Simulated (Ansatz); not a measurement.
# C2H2OSe (SMILES C#CO[SeH]): single points off equilibrium

The task here is to estimate one member of a computed series from the others.

Program: Ansatz 0.2.0, Gaussian basis. Level of theory: single points in def2-TZVPP. These are calculated values, not measurements.

Correlated methods freeze the cores. Filled d shells of the heavier atoms are correlated.

## Where the work starts

SMILES `C#CO[SeH]`, 6 atoms, charge 0, spin multiplicity 1.

Atoms are counted from 1 here; the program's logs count them from 0.

Bond lengths: C1–C2 1.192 Å, C1–H5 1.010 Å, C2–O3 1.291 Å, O3–Se4 1.841 Å, Se4–H6 1.429 Å. Angles: C2–C1–H5 174.6°, C1–C2–O3 177.0°, C2–O3–Se4 120.2°, O3–Se4–H6 93.7°.

Geometry (Å):

```xyz
6
C2H2OSe
C     1.68650    0.07200    0.14510
C     0.55460   -0.26550    0.30340
O    -0.66340   -0.62000    0.54090
Se   -1.95340   -0.42820   -0.75810
H     2.66140    0.33300    0.10160
H    -2.29110    0.90090   -0.35600
```

The first run:

run/in.yaml reads:

```yaml
crystal:
  periodic: [false, false, false]
  atoms:
    - {symbol: C, position_ang: [1.686500, 0.072000, 0.145100]}
    - {symbol: C, position_ang: [0.554600, -0.265500, 0.303400]}
    - {symbol: O, position_ang: [-0.663400, -0.620000, 0.540900]}
    - {symbol: Se, position_ang: [-1.953400, -0.428200, -0.758100]}
    - {symbol: H, position_ang: [2.661400, 0.333000, 0.101600]}
    - {symbol: H, position_ang: [-2.291100, 0.900900, -0.356000]}
basis:
  gaussian: {orbitals: def2-TZVPP}
correlation: {method: ccsd_t}
output: {forces: true}
```

No record of the launch command was kept for these runs.

Among the steps run: CCSD(T)/def2-TZVPP; PBE0-D4/def2-TZVPP; wB97M-V/def2-TZVPP; r2SCAN-D4/def2-TZVPP; PBE-D4/def2-TZVPP; BLYP-D4/def2-TZVPP; HSE06-D4/def2-TZVPP.

One of the session's tables, all rows but one given; the rest of the session is left out.

```
   method  RMS force component (eV/Å)  angle to CCSD(T) forces (°)  dipole (D)
  CCSD(T)                       0.762                    reference        1.80
  PBE0-D4                       0.810                         26.3        1.73
  wB97M-V                           ?                            ?           ?
r2SCAN-D4                       0.805                         26.6        1.57
   PBE-D4                       0.946                         26.6        1.52
  BLYP-D4                       0.915                         30.5        1.53
 HSE06-D4                       0.810                         26.0        1.71
```

Q: Estimate the row for wB97M-V from the others.

The run gave: RMS force component (eV/Å): 0.777; angle to CCSD(T) forces (°): 28.5; dipole (D): 1.92. In the column «RMS force component (eV/Å)» it lies between CCSD(T) (0.762) and r2SCAN-D4 (0.805).
